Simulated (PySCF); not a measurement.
# C4H3FN2 (2-Fluoropyrimidine): the cost of one run

Programs: PySCF 2.14.0, with density-fitted response routines of our own. Each step states its level of theory. These are calculated values for one molecule, in the gas phase or a continuum, unless marked as measured. Atoms are numbered from 0 throughout.

## (1) The starting structure

10 atoms, charge 0, multiplicity 1; geometry from: GFN2-xTB. The atoms were then displaced at random by about 0.01 Å, so the start is not that level's minimum.

Bonds of the start (Å): F0–C1 1.35, C1–N2 1.32, N2–C3 1.27, C3–C4 1.40, C4–C5 1.40, C5–N6 1.34, N6–C1 1.31, C3–H7 1.09, C4–H8 1.08, C5–H9 1.08.

## (2) Relaxing the molecule at PBE0-D3(BJ)/def2-TZVP

The job: settings as JSON, then the geometry in Å.

```
{"job": {"xc": "PBE0", "basis": "def2-TZVP", "d3": "d3bj", "grid": 2, "shake": 0.01, "kind": "geom"}, "charge": 0, "multiplicity": 1}
F      2.811940    -0.067810    -0.161330
C      1.463230    -0.026600    -0.090800
N      0.853690    -1.196720    -0.096910
C     -0.413930    -1.169230    -0.014180
C     -1.161320     0.011540     0.054860
C     -0.411130     1.190330     0.053600
N      0.923420     1.165870    -0.022180
H     -0.917690    -2.132440    -0.014930
H     -2.235180     0.040160     0.148640
H     -0.862600     2.163960     0.122180
```

The run is started by

```sh
$ OMP_NUM_THREADS=1 python probes_run.py task.json out
```

One launch serves the whole session: the jobs run in the order shown.

Q: Estimate the wall time and peak memory of this first job on 1 thread of Arm Neoverse V1, shared host.

About 3 min, with a peak of 1.2 GiB.
